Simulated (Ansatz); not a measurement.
**LaGa3N4: the band gap up the ladder of functionals**

An exercise on one series of results from a longer session: the logs are not shown, and one member is left open.

The runs shown are made with Ansatz 0.2.0. PAW datasets, plane waves. All values are calculated for a non-magnetic cell, which may be hypothetical.

## The cell

The cell was relaxed beforehand with r2SCAN.

It is trigonal, P3m1 (No. 156); conventional cell a = 3.333 Å, c = 11.229 Å, 13.50 Å³ an atom. Ga has 4 N at 1.96–2.02 Å; Ga has 4 N at 1.93–2.00 Å; Ga has 4 N at 1.97–2.00 Å; La has 4 N at 2.24–2.50 Å; N has 4 Ga at 1.96–2.00 Å.

The structure in full:

Space group P3m1 (No. 156). a = 3.333 Å, b = 3.333 Å, c = 11.229 Å, α = 90.00°, β = 90.00°, γ = 120.00°
```tsv
atom	site	symmetry	x	y	z
Ga	1b	3m.	0.3333	0.6667	0.0262
Ga	1b	3m.	0.3333	0.6667	0.4757
Ga	1c	3m.	0.6667	0.3333	0.2508
La	1c	3m.	0.6667	0.3333	0.7501
N	1b	3m.	0.3333	0.6667	0.2009
N	1b	3m.	0.3333	0.6667	0.6478
N	1c	3m.	0.6667	0.3333	0.4259
N	1c	3m.	0.6667	0.3333	0.9726
```

The first run:

input.yaml reads:

```yaml
crystal:
  lattice:
    - [3.3330623007, 0.0, 0.0]
    - [-1.6665311504, 2.8865166248, 0.0]
    - [0.0, 0.0, 11.2289916907]
  atoms:
    - { symbol: Ga, position: [0.3333333333, 0.6666666667, 0.0262458715] }
    - { symbol: Ga, position: [0.3333333333, 0.6666666667, 0.4757321576] }
    - { symbol: Ga, position: [0.6666666667, 0.3333333333, 0.2507614379] }
    - { symbol: La, position: [0.6666666667, 0.3333333333, 0.7500925218] }
    - { symbol: "N", position: [0.3333333333, 0.6666666667, 0.20093269] }
    - { symbol: "N", position: [0.3333333333, 0.6666666667, 0.6478018789] }
    - { symbol: "N", position: [0.6666666667, 0.3333333333, 0.4258709874] }
    - { symbol: "N", position: [0.6666666667, 0.3333333333, 0.9725624548] }
kpoints:
  mp_grid: { grid: [12, 12, 2] }
  band_path:
    path:
      - [[0.0, 0.0, 0.0], [0.5, 3.792396195949e-17, -1.348243193715e-18], [0.3333333333333, 0.3333333333333, -2.69648638743e-18], [0.0, 0.0, 0.0], [-3.36928123687e-51, -2.277597608911e-35, 0.5], [0.5, 3.78346936141e-17, 0.5], [0.3333333333333, 0.3333333333333, 0.5], [-3.36928123687e-51, -2.277597608911e-35, 0.5]]
      - [[0.5, 3.78346936141e-17, 0.5], [0.5, 3.792396195949e-17, -1.348243193715e-18]]
      - [[0.3333333333333, 0.3333333333333, 0.5], [0.3333333333333, 0.3333333333333, -2.69648638743e-18]]
    npoints: 10
hamiltonian:
  xc: pbe
scf:
  occupations: { method: fermi_dirac, width: 0.02 }
  n_extra_bands: 6
output:
  forces: true
  stress: true
  eigenvalues: true
  write_density: true
  write_potential: true
  elf: true
  volumetric_format: npy
```

On the command line:

```sh
ansatz run input.yaml --threads 4 --pin off --max-ram 6451MiB --backend cpu --events-out ev --progress --plain --runs-dir out
```

Among the steps run: PBE bands along the symmetry lines; r2SCAN at the same geometry; Single point with HSE06; Single point with PBE+SOC; PBE0.

One table of the session follows, with a row left open; its other results are not shown here.

| level | gap (eV) |
| --- | --- |
| PBE | 0.82 |
| r2SCAN | 1.15 |
| HSE06 | 1.81 |
| PBE+SOC | ? |
| PBE0 | 2.48 |

**Question.** Estimate the row for PBE+SOC.

As computed: gap (eV): 0.83. In the column «gap (eV)» it lies between PBE (0.82) and r2SCAN (1.15).

Meshes: PBE 12×12×2, r2SCAN 12×12×2, HSE06 6×6×2, PBE+SOC 12×12×2, PBE0 6×6×2

In words: PBE gives the least gap, 0.82 eV, and PBE0 the largest, 2.48 eV. Against HSE06, PBE is short by 0.99 eV, at 46 % of it, and r2SCAN 64 %. PBE0 lies 0.67 eV above HSE06, which differs from it by screening the long-range exchange.

Limits of these values: Warnings in the runs' records: stress scf threshold loose, stress exchange threshold loose.
